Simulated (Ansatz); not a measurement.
# CoH (septet): the correlation ladder, def2-SVP

The task here is to estimate one member of a computed series from the others.

Method: def2-SVP, core rule «outside noble gas», up to 9 orbitals frozen; program: Ansatz 0.2.0, Gaussian basis.

Plan: UHF; CCSD(T) on ROHF; CCSD(T) on UHF; CISD; CCSDT(Q) on ROHF; CCSDT(Q) on UHF; CCSDTQ on ROHF; CCSDTQ on UHF; CASSCF and MRCISD+Q, 10 electrons in 13 orbitals; CASSCF and NEVPT4(SD), 10 electrons in 13 orbitals; CASSCF and NEVPT2, 10 electrons in 13 orbitals.

7 further runs of the same task are left out: 2 that didn't finish, 5 set aside as unsound or not needed.

**The system**

The geometry is a PBE0/def2-TZVP stationary point (not a proven minimum) of the parent state, kept for this charge and spin.

2 atoms, charge 0, spin multiplicity 7.

Atoms are counted from 1 here; the program's logs count them from 0.

Bond lengths: Co1–H2 1.633 Å.

The first run:

The input, in.yaml:

```yaml
crystal:
  periodic: [false, false, false]
  atoms:
    - {symbol: Co, position_ang: [0.000000, 0.000000, 0.000000]}
    - {symbol: H, position_ang: [0.000000, 0.000000, 1.633200]}
basis:
  gaussian: {orbitals: def2-SVP}
magnetization: {spin_polarized: true, initial_magnetization: 6}
hamiltonian: {xc: hf}
output: {orbitals: {seedname: orbitals}}
```

Run with:

```
$ ansatz run in.yaml --threads 1 --pin off --events-out ev --progress --plain --max-ram 3968MiB --backend cpu
```

Among the steps run: UHF; CCSD(T) on ROHF; CCSD(T) on UHF; CISD; CCSDT(Q) on ROHF; CCSDT(Q) on UHF; CCSDTQ on ROHF; CCSDTQ on UHF; CASSCF and MRCISD+Q, 10 electrons in 13 orbitals; CASSCF and NEVPT4(SD), 10 electrons in 13 orbitals; CASSCF and NEVPT2, 10 electrons in 13 orbitals.

One table of the session follows, with a row left open; its other results are not shown here.

```
   method  from UCCSDTQ (kJ/mol)
     ROHF                 +400.2
      UHF                 +384.8
     RMP2                  +47.6
     UMP2                  +35.8
     CISD                  +29.1
    RCCSD                  +19.5
    UCCSD                  +11.6
 RCCSD(T)                   +9.0
 UCCSD(T)                   +1.3
   RCCSDT                   +5.4
   UCCSDT                      ?
RCCSDT(Q)                   +6.3
UCCSDT(Q)                   +0.1
  RCCSDTQ                   +5.7
  UCCSDTQ                      0
```

Estimate the missing values for UCCSDT.

As computed: from UCCSDTQ (kJ/mol): -0.7. In the column «from UCCSDTQ (kJ/mol)» it is the lowest.

To keep in mind: The report flags that the cluster equations may have other roots. Left out of the table: CASSCF frontier, NEVPT2 frontier, NEVPT4(SD) frontier, MRCISD frontier, MRCISD+Q frontier (the active space lost an orbital or holds another state than full CI finds). The program flags RCCSDTQ as in doubt, so those rows may rest on another solution; read them beside their warnings. Restricted and unrestricted rows rest on different reference determinants; where their highest levels disagree by more than a few hundredths of an eV, they describe different states and don't form one ladder. Warnings in the runs' records: passed over end.
